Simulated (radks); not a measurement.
**K in [Ar] 5s1: an all-electron calculation**

An exercise on one series of results from a longer session: the logs are not shown, and one member is left open.

Method: non-relativistic Kohn-Sham, Wu-Cohen GGA, spin-polarised, spherical densities, point nucleus; open shells are filled with parallel spins first. Code: radks (a radial shooting solver on a logarithmic mesh, Libxc functionals) version 1.

### What is computed

- element: potassium (Z = 19)
- charge: 0
- electrons: 19
- configuration: [Ar] 5s1

The outer shells:

K
```
[Ar] core
5s [↑ ]
```

Set-up of the first run:

Input:

```text
Z 19
configuration [Ar] 5s1 4s0 4p0
relativity non-relativistic
functional wc,pbe
spin polarised
nucleus point
```

Command:

```bash
python run_ks.py task.json out
```

The same process makes all the runs of this session.

One of the session's tables, all rows but one given; the rest of the session is left out.

It belongs to the step «Shells». Sizes of the orbitals, from the radial functions (bohr):

```
  level      <r>  outermost maximum (interpolated)  90 % within  nodes
  1s up  0.08159                            0.0535        0.146      0
1s down  0.08159                            0.0535        0.146      0
  2s up   0.3904                             0.320        0.608      1
2s down   0.3904                             0.320        0.608      1
  2p up   0.3515                             0.263        0.581      0
2p down   0.3515                             0.263        0.581      0
  3s up    1.274                              1.08         1.92      2
3s down    1.274                              1.08         1.92      2
  3p up    1.429                              1.16         2.23      1
3p down        ?                                 ?            ?      ?
  4s up    4.514                              3.67         6.95      3
  4p up    7.208                              5.08         11.3      2
  5s up    11.12                              11.0         15.5      4
```

Q: Estimate the row for 3p down from the others.

The run gave: <r>: 1.427; outermost maximum (interpolated): 1.16; 90 % within: 2.22; nodes: 1. In the column «<r>» it lies between 3s down (1.274) and 3p up (1.429).
